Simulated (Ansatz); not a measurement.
# C2HClFIn (SMILES C#[C][In]([F])[Cl]) at r2SCAN/def2-SVP (core potential)

Aim: the energy change on altering one bond length of C2HClFIn at r2SCAN/def2-SVP (core potential), from 2 runs. 

The results are computed with Ansatz 0.2.0.

117 further runs of the same task are left out: 1 that didn't finish, 116 set aside as unsound or not needed.

### 1 The system as given

The species is C2HClFIn (6 atoms), meant as a singlet with charge 0. As SMILES, `C#[C][In]([F])[Cl]`. Geometry: relaxed at PBE0-D4/def2-TZVP.

Bond lengths: C1–C2 1.206 Å, C2–In3 2.048 Å, In3–F4 1.933 Å, In3–Cl5 2.293 Å, C1–H6 1.067 Å. Angles: C1–C2–In3 179.4°, C2–In3–F4 120.7°, C2–In3–Cl5 127.6°, F4–In3–Cl5 111.7°, C2–C1–H6 179.8°.

### 2 The energy at r2SCAN/def2-SVP (core potential)

Contents of run.yaml:

```yaml
crystal:
  periodic: [false, false, false]
  atoms:
    - {symbol: C, position_ang: [1.088300, 0.340300, 1.700800]}
    - {symbol: C, position_ang: [0.438900, 0.120100, 0.708700]}
    - {symbol: In, position_ang: [-0.655800, -0.235700, -0.984700]}
    - {symbol: F, position_ang: [-1.773600, -1.806600, -1.123700]}
    - {symbol: Cl, position_ang: [-0.759200, 1.049500, -2.880900]}
    - {symbol: H, position_ang: [1.661500, 0.532400, 2.579900]}
basis:
  gaussian:
    orbitals: def2-SVP
magnetization:
  spin_polarized: false
hamiltonian:
  xc: {name: r2SCAN}
accuracy: high
output:
  orbitals: {seedname: orbitals}
```

On the command line:

```
$ ansatz run run.yaml --threads 1 --pin off --max-ram 3480MiB --events-out events.jsonl --progress --plain --runs-dir runs
```

Output:

```text
Warning: RAYON_NUM_THREADS=1 ignored (pool sized by the plan → 1); use --threads N
Functional definition: r2SCAN
  name "r2SCAN"
  parameter k0 = 0.174
  parameter k1 = 0.065
  parameter a1 = 4.9479
  exchange = r2scan_x(k0 = k0, k1 = k1, a1 = a1)
  correlation = r2scan_c
1941 factors; integrals over basis functions are off by at most 3.4e-9 eV
mean field evaluation 1: about -22486.5132 eV, gradient 5.8e1 eV
mean field evaluation 2: about -22453.5325 eV, gradient 1.4e2 eV
mean field evaluation 4: about -22494.0493 eV, gradient 1.3e1 eV
mean field evaluation 8: about -22494.4457 eV, gradient 3.1e-1 eV
mean field evaluation 16: about -22494.4465 eV, gradient 1.0e-4 eV
mean field -22494.44654746 eV, -826.6556633357 hartree, gradient 4.5e-8 eV, S^2 0.000000; 0 other end points of the search recorded, 0 dependent functions left out
reference -22494.44654859 eV, -826.6556633773 hartree; 30, 30 occupied and 61, 61 virtual orbitals, 1941 factors
Total energy: -22494.44654859 eV, -826.6556633773 hartree
```

It took 17 s on 1 thread of Arm Neoverse V2, shared host; peak memory 0.3 GiB.

### 3 The distorted shape at the same level

Contents of in.yaml:

```yaml
crystal:
  periodic: [false, false, false]
  atoms:
    - {symbol: C, position_ang: [1.119318, -0.045235, 2.269623]}
    - {symbol: C, position_ang: [0.469918, -0.265435, 1.277523]}
    - {symbol: In, position_ang: [-0.624782, -0.621235, -0.415877]}
    - {symbol: F, position_ang: [-1.742582, -2.192135, -0.554877]}
    - {symbol: Cl, position_ang: [-0.759200, 1.049500, -2.880900]}
    - {symbol: H, position_ang: [1.692518, 0.146865, 3.148723]}
basis:
  gaussian: {orbitals: def2-SVP}
hamiltonian: {xc: r2scan}
accuracy: high
output: {orbitals: {seedname: orbitals}}
```

On the command line:

```
$ ansatz run in.yaml --threads 1 --pin off --max-ram 3480MiB --events-out events.jsonl --progress --plain --runs-dir runs
```

Output:

```text
Warning: RAYON_NUM_THREADS=1 ignored (pool sized by the plan → 1); use --threads N
[... 7 set-up lines as earlier in the session ...]
1913 factors; integrals over basis functions are off by at most 1.5e-8 eV
mean field evaluation 1: about -22484.1065 eV, gradient 5.9e1 eV
mean field evaluation 2: about -22444.5266 eV, gradient 1.4e2 eV
mean field evaluation 4: about -22492.2456 eV, gradient 1.8e1 eV
mean field evaluation 8: about -22493.0369 eV, gradient 9.6e-1 eV
mean field evaluation 16: about -22493.0423 eV, gradient 1.3e-4 eV
mean field -22493.04233178 eV, -826.6040593613 hartree, gradient 6.3e-8 eV, S^2 0.000000; 0 other end points of the search recorded, 0 dependent functions left out
reference -22493.04233287 eV, -826.6040594014 hartree; 30, 30 occupied and 61, 61 virtual orbitals, 1913 factors
Total energy: -22493.04233287 eV, -826.6040594014 hartree
```

Wall time 17 s (1 thread of Arm Neoverse V2, shared host); peak memory 0.29 GiB.

### 4 Results

Level: r2SCAN/def2-SVP (core potential).

```
                                                           quantity          value
                                          first shape: total energy  -826.65566 Eh
                                           first shape: HOMO energy       -7.92 eV
                                           first shape: LUMO energy       -2.45 eV
                                         first shape: HOMO–LUMO gap        5.46 eV
                                      distorted shape: total energy  -826.60406 Eh
                                       distorted shape: HOMO energy       -6.71 eV
                                       distorted shape: LUMO energy       -4.40 eV
                                     distorted shape: HOMO–LUMO gap        2.31 eV
energy change with the In3–Cl5 bond stretched from 2.293 to 2.981 Å       1.404 eV
```

With the In3–Cl5 bond stretched from 2.293 to 2.981 Å the energy rises by 1.40 eV (135 kJ/mol). The first shape isn't relaxed at this level, so the change isn't measured from a minimum.
